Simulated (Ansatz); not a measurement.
# ClFH5NSi2: up Jacob's ladder to CCSD(T)

How much do the methods differ for ClFH5NSi2? The plan is to run it at one geometry with functionals of several rungs and with coupled cluster. The yardstick is the atomisation energy at the CCSD(T) limit.

Program: Ansatz 0.2.0, Gaussian basis. Level of theory: functionals in def2-TZVPP, the program's frozen cores in correlated methods. These are calculated values, not measurements.

Levels to be run: LDA (SPW92), PBE-D4, revPBE-D4, BLYP-D4, r2SCAN-D4, B97M-V, PBE0-D4, B3LYP-D4, r2SCANh-D4, r2SCAN0-D4, HSE06-D4, BHLYP-D4, CAM-B3LYP-D4, LC-ωPBE, ωB97X-V, ωB97M-V, B2PLYP, PBE-QIDH; CCSD(T)/def2-SVP; CCSD(T)/def2-TZVPP; MP2/def2-QZVPP; extrapolation to the limit; RPA on PBE.

## 1. The geometry

All runs share one geometry, relaxed beforehand with PBE0-D4 in a triple-zeta def2 set.

SMILES `F[SiH](Cl)N[SiH3]`, 10 atoms, charge 0, spin multiplicity 1.

Atoms are counted from 1 here; the program's logs count them from 0.

Bond lengths: F1–Si2 1.591 Å, Si2–Cl3 2.041 Å, Si2–N4 1.695 Å, Si2–H6 1.470 Å, N4–Si5 1.736 Å, N4–H7 1.011 Å, Si5–H8 1.486 Å, Si5–H9 1.486 Å, Si5–H10 1.483 Å. Angles: F1–Si2–Cl3 105.7°, F1–Si2–N4 112.7°, F1–Si2–H6 107.1°, Cl3–Si2–N4 109.2°, Cl3–Si2–H6 111.1°, N4–Si2–H6 110.9°, Si2–N4–Si5 127.7°, Si2–N4–H7 115.7°, Si5–N4–H7 116.5°, N4–Si5–H8 111.6°, N4–Si5–H9 110.8°, N4–Si5–H10 106.5°, H8–Si5–H9 108.2°, H8–Si5–H10 109.7°, H9–Si5–H10 110.1°.

As a file:

```xyz
10
charge 0, multiplicity 1
F    -1.2643    0.1218    2.2070
Si    0.1481    0.1452    1.4749
Cl    1.2613    1.5411    2.4634
N     0.0302    0.5816   -0.1586
Si   -0.1704   -0.4686   -1.5266
H     0.7323   -1.1965    1.6182
H     0.0199    1.5751   -0.3476
H    -1.4796   -0.2517   -2.1951
H     0.9046   -0.2436   -2.5271
H    -0.0992   -1.8557   -1.0056
```

## 2. LDA

This LDA is Slater exchange with PW92 correlation.

The input, in.yaml:

```yaml
crystal:
  periodic: [false, false, false]
  atoms:
    - {symbol: F, position_ang: [-1.264265, 0.121759, 2.206985]}
    - {symbol: Si, position_ang: [0.148107, 0.145174, 1.474875]}
    - {symbol: Cl, position_ang: [1.261328, 1.541073, 2.463440]}
    - {symbol: N, position_ang: [0.030205, 0.581572, -0.158574]}
    - {symbol: Si, position_ang: [-0.170352, -0.468550, -1.526580]}
    - {symbol: H, position_ang: [0.732340, -1.196469, 1.618180]}
    - {symbol: H, position_ang: [0.019897, 1.575133, -0.347648]}
    - {symbol: H, position_ang: [-1.479567, -0.251673, -2.195086]}
    - {symbol: H, position_ang: [0.904599, -0.243649, -2.527134]}
    - {symbol: H, position_ang: [-0.099193, -1.855671, -1.005559]}
basis:
  gaussian: {orbitals: def2-TZVPP}
hamiltonian: {xc: lda}
output: {orbitals: {seedname: orbitals}}
```

Command:

```bash
> ansatz run in.yaml --threads 4 --pin off --events-out ev --progress --plain --max-ram 10444MiB
```

The runs that follow: PBE-D4 (GGA); revPBE-D4 (GGA); BLYP-D4 (GGA); r2SCAN-D4 (meta-GGA); B97M-V (meta-GGA); B3LYP-D4 (hybrid); r2SCANh-D4 (hybrid); r2SCAN0-D4 (hybrid); HSE06-D4 (hybrid); BHLYP-D4 (hybrid); CAM-B3LYP-D4 (range-separated); LC-ωPBE (range-separated); ωB97X-V (range-separated); ωB97M-V (range-separated); B2PLYP (double hybrid); PBE-QIDH (double hybrid); CCSD(T) in def2-SVP; CCSD(T) in def2-TZVPP; MP2 in def2-QZVPP; RPA on PBE orbitals.

Q: Predict the results of all the runs planned. Wanted: atomisation energy, CCSD(T)/CBS; farthest beyond LDA; mean size of error, GGA; mean size of error, meta-GGA; mean size of error, hybrid; mean size of error, range-separated; mean size of error, double hybrid; gap, smallest and largest; T1 diagnostic.

The runs gave:

```
                               quantity                                      value
        atomisation energy, CCSD(T)/CBS                              3459.4 kJ/mol
 functionals within 17.3 kJ/mol (0.5 %)     B97M-V, CAM-B3LYP-D4, ωB97X-V, ωB97M-V
                    farthest beyond LDA                    BHLYP-D4 (-95.6 kJ/mol)
                mean size of error, GGA                                51.8 kJ/mol
           mean size of error, meta-GGA                                12.2 kJ/mol
             mean size of error, hybrid                                58.4 kJ/mol
    mean size of error, range-separated                                16.8 kJ/mol
      mean size of error, double hybrid                                59.4 kJ/mol
              gap, smallest and largest  5.92 eV (LDA (SPW92)), 13.19 eV (LC-ωPBE)
                          T1 diagnostic                                     0.0107
triples share of the correlation energy                                      3.4 %
```

**Reading.** The LDA atomisation energy is off by 404.9 kJ/mol (12 %): it overbinds. PBE-D4 misses by -17.9 kJ/mol. Double hybrids carry the basis error of their MP2 part in triple zeta, and no dispersion term here, so their miss is partly the set-up's. The rungs meta-GGA, range-separated miss on average by less than the doubt on the reference (17.3 kJ/mol), so they tie. The reference freezes the cores and leaves out relativity and excitations past (T), so misses under about 17.3 kJ/mol can't be ranked. Hartree-Fock recovers 74 % of the binding; the rest is correlation. CCSD(T) in def2-SVP is off by -307.7 kJ/mol, more than most functionals: a good method in a small basis is no reference. Orbital gaps span 5.9 to 13.2 eV; exact exchange widens them.
